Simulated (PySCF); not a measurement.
**SeH: bond curves at several levels of theory**

An exercise on one series of results from a longer session: the logs are not shown, and one member is left open.

Program: PySCF 2.14.0. Level of theory: H x2c-TZVPPall, Se x2c-TZVPPall, spin-free X2C with a Gaussian nucleus. These are calculated values, not measurements.

Set-up of the first run:

The job is set up so:

```
atoms                         : H, Se
charge                        : 0
basis                         : H x2c-TZVPPall, Se x2c-TZVPPall
Hamiltonian                   : spin-free X2C with a Gaussian nucleus
basis functions               : 62
electrons treated             : 35
masses in u                   : 1.0078, 79.9165
levels                        : PBE0, PBE, r²SCAN, B2PLYP, PBEsol, LDA, M06, ωB97X-V, HF, MP2, SCS-MP2, CCSD, CCSD(T)
grid                          : 80 radial by 434 angular points
occupations                   : held fixed by the projection of orbital angular momentum
dissociation limit            : H + Se, each in its ground configuration
starting distance in angstrom : 1.435
values of 2S to try           : 1, 3
```

On the command line:

```console
$ OMP_NUM_THREADS=1 python dia.py task.json out
```

Among the steps run: Set-up; PBE0 along the bond; Other states along the same grid; PBE (GGA); r²SCAN; B2PLYP (double hybrid); PBEsol (GGA); LDA; M06 (hybrid meta-GGA); ωB97X-V (range-separated hybrid); UHF (mean field); Adding correlation.

One of the session's tables, all rows but one given; the rest of the session is left out.

| level | Re (Å) | ωe (cm⁻¹) | De (eV) |
| --- | --- | --- | --- |
| UHF | 1.455 | 2546 | 2.22 |
| UHF-MP2 | 1.454 | 2500 | 3.19 |
| UHF-SCS-MP2 | 1.457 | 2479 | 3.26 |
| UHF-CCSD | 1.462 | 2437 | 3.26 |
| UHF-CCSD(T) | 1.464 | 2418 | 3.30 |
| LDA | 1.478 | 2353 | 3.93 |
| PBE | 1.482 | 2338 | 3.40 |
| PBEsol | 1.481 | 2348 | 3.58 |
| r²SCAN | 1.467 | 2415 | 3.41 |
| PBE0 | 1.468 | 2429 | 3.33 |
| M06 | 1.472 | 2411 | 3.39 |
| ωB97X-V | ? | ? | ? |
| B2PLYP | 1.464 | 2435 | 3.34 |

Q: Estimate the row for ωB97X-V from the others.

The run gave: Re (Å): 1.464; ωe (cm⁻¹): 2472; De (eV): 3.43.

To keep in mind: At some levels the lowest empty orbital lies below the highest filled one (the two can be of opposite spin).
